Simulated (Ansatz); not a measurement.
# Hg (P6_3/mmc): spin response to a magnetic field in Python

Aim: the spin response to a magnetic field, for Hg (P6_3/mmc), run from a script.

Program: the Python package of Ansatz 0.2.0. Level of theory: DFT r2SCAN, plane waves, PAW. These are calculated values, not measurements.

### Step 1. The structure

The structure is hexagonal, space group P6_3/mmc (No. 194). Conventional cell: a = 3.462 Å, b = 3.462 Å, c = 5.488 Å, α = 90.00°, β = 90.00°, γ = 120.00°. Hg (site symmetry -6m2) has 12 Hg at 3.39 to 3.46 Å as nearest neighbours.

The script holds or builds the structure itself.

### Step 2. The script

Contents of zeeman_hg.py:

```python
import ansatz as az
import numpy as np
from pymatgen.core import Lattice, Structure
from pymatgen.io.ase import AseAtomsAdaptor

KMESH = (9, 9, 5)
OCCUPATIONS = "Methfessel-Paxton"
SIGMA = 0.05

pmg_structure = Structure(
    Lattice([(3.46180964, 0.0, 0.0), (-1.73090482, 2.99801509, 0.0), (0.0, 0.0, 5.48754828)]),
    ["Hg", "Hg"],
    [
        (2 / 3, 1 / 3, 0.75),
        (1 / 3, 2 / 3, 0.25),
    ],
)
xtal = az.Crystal.from_ase(AseAtomsAdaptor.get_atoms(pmg_structure))

job = (
    xtal.calculation()
    .functional(az.Functional.R2SCAN)
    .pseudopotentials("paw")
    .kpoints(*KMESH)
    .occupations(OCCUPATIONS, width=SIGMA)
    .spin("collinear")
)
rows = []
for tesla in [-200, 0, 200]:
    summary = (job.magnetic_field(tesla) if tesla else job).run(threads=1, pin="off").report
    rows.append((tesla, summary["magnetization_mub"], summary["free_energy_ev"], summary["components"].get("e_zeeman", 0.0)))
print("         B (T)      moment muB            F eV  Zeeman term eV")
for row in rows:
    print(f"{str(row[0]):>14s}  {row[1]:14.4f}  {row[2]:14.5f}  {row[3]:14.5f}")
slope = np.polyfit([row[0] for row in rows], [row[1] for row in rows], 1)[0]
print(f"dM/dB = {1000 * slope:.4f} muB per 1000 T per cell")
```

### Step 3. What the engine is handed

The engine receives this input (first run):

```yaml
crystal:
  lattice:
    - [3.46180964, 0.0, 0.0]
    - [-1.73090482, 2.99801509, 0.0]
    - [0.0, 0.0, 5.48754828]
  atoms:
    - { symbol: Hg, position: [0.6666666666666666, 0.3333333333333333, 0.7500000000000001] }
    - { symbol: Hg, position: [0.33333333333333326, 0.6666666666666666, 0.25] }
kpoints:
  mp_grid:
    grid: [9, 9, 5]
hamiltonian:
  xc: r2scan
  pseudopotentials:
    kind: paw
magnetization:
  spin_polarized: true
  magnetic_field: -200.0
scf:
  occupations:
    method: methfessel_paxton
    width: 0.05
```

### Step 4. Running it

Launch:

```console
$ python zeeman_hg.py
```

**Question.** What results will this script give? Wanted: dM/dB; range of energy.

As calculated:

```
       quantity                          value
          dM/dB  0.0215 μB per 1000 T per cell
  runs compared                              3
range of energy                  0.01 meV/atom
```

All 3 runs converged (8 to 20 cycles). What to keep in mind:
- For a metal this k-point mesh is coarse: on a finer one energies can move by several to tens of meV an atom and pressures by half a GPa or more, differences at one mesh by less.
- Spin-orbit coupling, which matters for elements this heavy, is left out.
- r2SCAN tends to overestimate the moments of itinerant magnets.
- This isn't the structure that Hg takes at ambient conditions.
- Orbital magnetism is left out. The response of a metal hangs strongly on mesh and smearing, and a straight-line fit holds only where the moment is linear in the field. Whether this is the phase that is stable at ambient conditions was not tested.
